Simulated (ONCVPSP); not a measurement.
# Tin: generating and testing an ONCV potential

Task: generate the file, and judge it by its errors in other configurations, its logarithmic derivatives, its ghosts and its cutoff.

Program: ONCVPSP 4.0.1.1 (patched build). Reference atom: PBEsol, scalar-relativistic, spherical and spin-unpolarised. All values are calculated.

## Step 1: Settings

The settings as typed:

* element: tin (Sn, Z = 50)
* type: optimised norm-conserving Vanderbilt (ONCV)
* frozen core: [Kr]
* valence charge: 14
* reference configuration: 4d10 5s2 5p2
* partial waves: 5s: rc 2.20 bohr, ncon 4, nbas 9, qcut 2.4 1/bohr, 2 projectors, debl 1 Ha; 5p: rc 2.30 bohr, ncon 4, nbas 8, qcut 2.9 1/bohr, 2 projectors, debl 1.9 Ha; 4d: rc 1.50 bohr, ncon 4, nbas 8, qcut 9 1/bohr, 1 projector
* local potential: polynomial inside 1.30 bohr (lpopt 5, dvloc0 0 Ha)
* core correction: polynomial model core, fcfact 0.2

## Step 2: Generating the potential

Contents of Sn.dat:

```
# ATOM AND REFERENCE CONFIGURATION
# atsym  z   nc   nv     iexc    psfile
  Sn 50.00    8    3  -116133      upf
#
#   n    l    f
    1    0    2.00
    2    0    2.00
    2    1    6.00
    3    0    2.00
    3    1    6.00
    3    2   10.00
    4    0    2.00
    4    1    6.00
    4    2   10.00
    5    0    2.00
    5    1    2.00
#
# PSEUDOPOTENTIAL AND OPTIMIZATION
# lmax
    2
#
#   l,   rc,      ep,       ncon, nbas, qcut
    0    2.20    0.00    4    9    2.40
    1    2.30    0.00    4    8    2.90
    2    1.50    0.00    4    8    9.00
#
# LOCAL POTENTIAL
# lloc, lpopt,  rc(5),   dvloc0
    4    5    1.30    0.00
#
# VANDERBILT-KLEINMAN-BYLANDER PROJECTORs
# l, nproj, debl
    0    2    1.00
    1    2    1.90
    2    1    0.40
#
# MODEL CORE CHARGE
# icmod, fcfact, rcfact
    1    0.20    0.00
#
# LOG DERIVATIVE ANALYSIS
# epsh1, epsh2, depsh
   -2.00    5.00    0.02
#
# OUTPUT GRID
# rlmax, drl
    6.00    0.01
#
# TEST CONFIGURATIONS
# ncnf
    4
# nvcnf
#   n    l    f
    3
    4    2   10.00
    5    0    2.00
    5    1    1.00
#
    3
    4    2   10.00
    5    0    2.00
    5    1    0.00
#
    3
    4    2   10.00
    5    0    1.00
    5    1    0.00
#
    3
    4    2   10.00
    5    0    0.00
    5    1    0.00
#
```

Started as:

```console
$ oncvpsp.x < Sn.dat > Sn.out
```

What does the calculation give? Wanted: cutoffs for 1 and 0.1 mHa per electron, occupied waves; bound ghosts; GHOST(+) flags; largest test error; largest phase difference near zero energy, channels read; rms error of d²Exc/dn², without and with the model core.

**Answer**, as computed:

| quantity | value |
| --- | --- |
| cutoffs for 1 and 0.1 mHa per electron, occupied waves | 34 Ha and 49 Ha |
| bound ghosts | s at -52.08 eV |
| GHOST(+) flags | p at 51 eV |
| largest test error (AE − PS) | -41 meV, for 4d10 5s1 5p0 (1 test unsolved) |
| largest phase difference near zero energy, channels read | 0.004 rad |
| rms error of d²Exc/dn², without and with the model core | 4.53 and 1.67 mHa |

In words: It has a bound ghost (s), a state that the atom doesn't have, and that rules the file out. The worst unpolarised test, 4d10 5s1 5p0, is off by 41 meV on 51.9 eV; by total energies transferability rates as fair where solved. That test lies far up in energy; among those under 40 eV, nearer to bonding, the largest error is 12 meV. Of the tests 1 gave no usable energy difference, which is a warning in itself. By its cutoff, 34 Ha for the looser tolerance, it is of middling hardness. Near zero energy the phases of the channels with partial waves agree within 0.004 rad. The pseudo curves have a pole with no partner nearby in the atom's: s at -1.90 Ha. The program also flags highly localised states, GHOST(+) (p). All of this concerns the isolated atom, not yet a solid.
